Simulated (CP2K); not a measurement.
# CaZr under changes of volume

One of the cells (28.889 Å³/atom); the others are scaled copies at fixed shape and fractional positions:

```
Ca Zr
1.0
     3.86591    0.00000    0.00000
     0.00000    3.86591    0.00000
     0.00000    0.00000    3.86591
Ca Zr
1 1
Cartesian
  1.9330 1.9330 1.9330
  0.0000 0.0000 0.0000
```

The cell was built by a generator and needn't be a form met in nature.

- Program: CP2K 2026.2
- Functional: PBE
- Potentials or basis: POTENTIAL_UZH Ca GTH-PBE-q10, Zr GTH-PBE-q12; TZVP-MOLOPT-PBE-GTH basis
- Density cutoff: 6123 eV
- k mesh: 7 × 7 × 7
- Occupations: fermi-dirac, width 0.05 eV
- Spin: no spin polarisation

```csv
volume (Å³/atom),energy over the lowest point (meV/atom),pressure (GPa)
27.155,20.14,3.5
27.733,9.67,2.4
28.311,3.06,1.3
28.889,0.00,0.4
29.466,0.17,-0.5
30.044,3.31,-1.2
30.622,?,?
```

**Question.** What does the run at 30.622 Å³/atom give?

**Answer.** Energy over the lowest point 9.16 meV/atom; pressure -2.0 GPa.

Worked out: A Birch-Murnaghan fit of order 3 (a polynomial in V^(-2/3)) to the other rows has its minimum at 29.14 Å³/atom with B0 = V·E''(V) = 44 GPa and B' = 3.4. It gives 9.17 meV/atom at 30.622 Å³/atom, against the run's 9.16, and -dE/dV = -2.0 GPa, against -2.0.

Energies are extrapolated to zero smearing.

Caveats: the basis of atomic orbitals isn't converged, which shifts pressures, moduli and gaps.
